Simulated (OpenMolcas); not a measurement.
**Zr²⁺ among point charges: CASSCF levels and susceptibility**

How does a field of 4 point charges split the states of Zr²⁺, and what χT follows?

Program: OpenMolcas 26.06. Level of theory: state-averaged CASSCF, spin-orbit coupling by RASSI with atomic mean-field integrals. These are calculated values, not measurements, unless marked.

1 further run of the same task is left out (it didn't finish).

### 1 What is computed

```
Species                           : Zr²⁺ (zirconium, Z = 40, 38 electrons)
Basis                             : ANO-RCC-VTZP [7s6p4d2f1g], 68 functions
Scalar Hamiltonian                : DKH2, point nucleus
Inactive shells                   : 1s 2s 2p 3s 3p 3d 4s 4p
Active space                      : 2 electrons in 5 orbitals (4d)
Some configurations of this space : 4d²
Orbitals                          : optimised for each spin and parity, averaged over all roots
```

The outer shells:

4d2
```
4d [↑ ][↑ ][  ][  ][  ]
```

The ion sits among 4 point charges of -2 e arranged as a tetrahedron (Td), 2.2 Å from the ion. The active orbitals were held to one l.

Each step is its own input file, run in one work folder so that later steps find the files of earlier ones. Labels, J, g values, rates, χT and fits are worked out afterwards by a script from the matrices that RASSI stores.

### 2 GATEWAY and SEWARD: basis and integrals

Input file a.inp:

```
&GATEWAY
Coord
1

Zr 0.0 0.0 0.0
Basis=ANO-RCC-VTZP
Group=NoSym
NoMove
AngMom=0.0 0.0 0.0
AMFI
XField
4 Angstrom 0
1.270171 1.270171 1.270171 -2.000000
1.270171 -1.270171 -1.270171 -2.000000
-1.270171 1.270171 -1.270171 -2.000000
-1.270171 -1.270171 1.270171 -2.000000
&SEWARD
```

On the command line:

```console
> OMP_NUM_THREADS=1 MOLCAS_MEM=1689 MOLCAS_PROJECT=a pymolcas a.inp > a.log
```

Output:

```text
Basis set label: ZR.ANO-RCC...7S6P4D2F1G.

      Electronic valence basis set:
      ------------------
      Associated Effective Charge  40.000000 au
      Associated Actual Charge     40.000000 au
      Nuclear Model: Point charge

      Shell  nPrim  nBasis  Cartesian Spherical Contaminant
         s      21       7        X
         p      18       6        X
         d      13       4                 X
         f       6       2                 X
         g       4       1                 X
                  Relativistic Douglas-Kroll-Hess integrals:
                    - DKH order of Hamiltonian: 2
                    - DKH order of Properties : 0
                  Atomic mean-field integrals
```

### 3 Reference wave functions, triplets, 10 roots

Input file a.inp:

```
&RASSCF
FileOrb=start.orb
Symmetry=1
Spin=3
nActEl=2 0 0
Inactive=18
Ras2=5
CIRoot=10 10 1
SDav=10
CIMx=300
Iter=120 100
PrWF=0.3
OrbListing=Nothing
MaxOrb=0
SupSym
1
20 10 11 12 13 14 19 20 21 22 23 36 37 38 39 40 41 42 43 44 45
>>> COPY $Project.JobIph JOB001
```

start.orb holds the contracted functions of the basis, ordered by shell, or the orbitals of the step before.

Output, shortened:

```text
[...]
      Number of active orbitals                  5
[...]
      Spin quantum number                      1.0
[...]
      Active orbitals                            5
[...]
      Number of CSFs                            10
      Number of root(s) required                10
[...]
      Convergence after 10 iterations
[...]
      Natural orbitals and occupation numbers for root  1
      sym 1:   0.000000   0.000000   1.000000  -0.000000   1.000000
      Natural orbitals and occupation numbers for root  2
      sym 1:   0.761764   0.238236   0.238236   0.000000   0.761764
      Natural orbitals and occupation numbers for root  3
      sym 1:   0.750888   0.249112  -0.000000   0.750888   0.249112
::    RASSCF root number  1 Total energy:  -3599.09832708
::    RASSCF root number  2 Total energy:  -3599.05104475
::    RASSCF root number  3 Total energy:  -3599.05104475
[...]
::    RASSCF root number  7 Total energy:  -3599.02776084
::    RASSCF root number  8 Total energy:  -3598.97934410
::    RASSCF root number  9 Total energy:  -3598.97934410
::    RASSCF root number 10 Total energy:  -3598.97934410
```

### 4 CASSCF: singlets, 15 roots

Input file a.inp:

```
&RASSCF
FileOrb=start.orb
Symmetry=1
Spin=1
nActEl=2 0 0
Inactive=18
Ras2=5
CIRoot=15 15 1
SDav=15
CIMx=300
Iter=120 100
PrWF=0.3
OrbListing=Nothing
MaxOrb=0
SupSym
1
20 10 11 12 13 14 19 20 21 22 23 36 37 38 39 40 41 42 43 44 45
>>> COPY $Project.JobIph JOB002
```

Output, shortened:

```text
[...]
      Number of active orbitals                  5
[...]
      Spin quantum number                      0.0
[...]
      Active orbitals                            5
[...]
      Number of CSFs                            15
      Number of root(s) required                15
[...]
      Convergence after 13 iterations
[...]
      Natural orbitals and occupation numbers for root  1
      sym 1:   0.000994   0.002077   0.995493   0.005944   0.995492
      Natural orbitals and occupation numbers for root  2
      sym 1:   0.005016   0.003933   0.995492   0.000066   0.995493
      Natural orbitals and occupation numbers for root  3
      sym 1:   0.029633   0.029633   0.955551   0.029633   0.955550
::    RASSCF root number  1 Total energy:  -3599.06474412
::    RASSCF root number  2 Total energy:  -3599.06474412
::    RASSCF root number  3 Total energy:  -3599.03948858
[...]
::    RASSCF root number 12 Total energy:  -3598.94491086
::    RASSCF root number 13 Total energy:  -3598.94491086
::    RASSCF root number 14 Total energy:  -3598.94491086
::    RASSCF root number 15 Total energy:  -3598.88041276
```

### 5 RASSI: spin-orbit coupling between the states

Input file a.inp:

```
&RASSI
NrOfJobIphs=2 10 15
1 2 3 4 5 6 7 8 9 10
1 2 3 4 5 6 7 8 9 10 11 12 13 14 15
IphNames
JOB001
JOB002
EJob
SpinOrbit
DIPRint=1.0
SOCoupling=1000.0
Subsets=2
Property=9
'ANGMOM' 1 'ANGMOM' 2 'ANGMOM' 3 'MLTPL  1' 1 'MLTPL  1' 2 'MLTPL  1' 3
'AMFI' 1 'AMFI' 2 'AMFI' 3
SOProperty=3
'ANGMOM' 1 'ANGMOM' 2 'ANGMOM' 3
```

Output, shortened:

```text
SPIN-FREE ENERGIES:
  (Shifted by EMIN (a.u.) =      -3599.0983270768)
 SF State       Relative EMIN(au)   Rel lowest level(eV)    D:o, cm**(-1)      L_eff
     1             0.0000000000        0.0000000000              0.0000         2.9
    11             0.0335829557        0.9138387792           7370.6068         2.8
    12             0.0335829557        0.9138387792           7370.6068         2.8
     4             0.0472823270        1.2866176621          10377.2713         2.9
     2             0.0472823270        1.2866176621          10377.2713         2.9
     3             0.0472823270        1.2866176621          10377.2713         2.9
    13             0.0588384955        1.6010770269          12913.5571         3.4
     5             0.0705662362        1.9202051101          15487.4987         2.2
     6             0.0705662362        1.9202051101          15487.4987         2.2
     7             0.0705662362        1.9202051101          15487.4987         2.2
[...]
Eigenvalues of complex Hamiltonian:
   -----------------------------------
  (Shifted by EMIN (a.u.) =      -3599.0983270768)
 SO State       Relative EMIN(au)   Rel lowest level(eV)    D:o, cm**(-1)     J-value
     1            -0.0001423275        0.0000000000              0.0000         2.4
     2            -0.0001423275        0.0000000000              0.0000         2.5
     3            -0.0001423275        0.0000000000              0.0000         2.4
     4             0.0331835757        0.9068440215           7314.1903         2.1
     5             0.0331835757        0.9068440215           7314.1903         2.2
     6             0.0463121506        1.2640907451          10195.5794         2.3
     7             0.0467723743        1.2766140703          10296.5869         2.5
     8             0.0467723743        1.2766140703          10296.5869         2.4
     9             0.0467723743        1.2766140704          10296.5869         2.4
    10             0.0476584099        1.3007243273          10491.0492         2.6
    11             0.0476584099        1.3007243273          10491.0492         2.5
[...]
```

Time for these steps: 8 s (1 thread of Arm Neoverse V1, shared host).

Spin-free states, with their symmetry labels:

```tsv
state	degeneracy	E (cm-1)	free-ion L (%)
3A2	1	0	F (100)
1E	2	7371	D (65)
3T2	3	10377	F (100)
1A1	1	12914	G (79)
3T1	3	15487	F (54)
1T2	3	18355	D (70)
1T1	3	20716	G (100)
3T1	3	26114	P (54)
1E	2	33541	G (65)
1T2	3	33671	G (70)
1A1	1	47827	S (79)
```

With spin-orbit coupling:

| E (cm-1) | Degeneracy | Label | 2S+1 |
| --- | --- | --- | --- |
| 0.0 | 3 | T2 | 3 |
| 7314 | 2 | E | 1 |
| 10196 | 1 | A2 | 3 |
| 10297 | 3 | T2 | 3 |
| 10491 | 3 | T1 | 3 |
| 10525 | 2 | E | 3 |
| 12853 | 1 | A1 | 1 |
| 15476 | 3 | T2 | 3 |
| 15516 | 2 | E | 3 |
| 15567 | 3 | T1 | 3 |
| 15681 | 1 | A1 | 3 |
| 18365 | 3 | T2 | 1 |
| 20757 | 3 | T1 | 1 |
| 26102 | 2 | E | 3 |
| 26121 | 3 | T2 | 3 |
| 26218 | 3 | T1 | 3 |
| 26257 | 1 | A1 | 3 |
| 33590 | 2 | E | 1 |
| 33721 | 3 | T2 | 1 |
| 47888 | 1 | A1 | 1 |

Powder χT (cm³ K/mol): 0.87 at 2 K, 0.87 at 5 K, 0.87 at 10 K, 0.88 at 20 K, 0.88 at 50 K, 0.89 at 100 K, 0.90 at 150 K, 0.91 at 200 K, 0.92 at 250 K, 0.93 at 300 K.

Orbitals of the lowest block (energies include the constant potential of the surroundings):

```tsv
shell	space	energy (hartree)	mean occupation	⟨r²⟩ (bohr²)
1s	inactive	-663.5710	2.000	0.00182
2s	inactive	-93.4511	2.000	0.0310
2p	inactive	-83.0036	6.000	0.0245
3s	inactive	-15.3505	2.000	0.238
3p	inactive	-11.8403	6.000	0.246
3d	inactive	-6.0604	10.000	0.245
4s	inactive	-1.1581	2.000	1.69
4p	inactive	-0.1491	6.000	2.13
4d	RAS2		2.000	6.45
```

### 6 Outcome

```
                                            quantity                            value
                                              method                           CASSCF
                              spin-free ground state  3A2, 1-fold in its orbital part
first state of the same spin within the active space                3T2 at 10400 cm⁻¹
                                        lowest level                        3-fold T2
                                          next level                      7314.2 cm⁻¹
                                         χT at 300 K                   0.93 cm³ K/mol
                           effective moment at 300 K                          2.72 μB
```

What this shows: The spin-free ground state (3A2) comes to 100 % from free-ion F terms and keeps the highest spin of the shell. χT at 300 K is 0.93, against 1.00 cm³ K/mol for the spin alone; near agreement at one temperature doesn't show that the orbital moment is quenched. The field of point charges can differ much from that of real complexes. Point charges carry no covalency, so the field is a model and not that of real ligands.
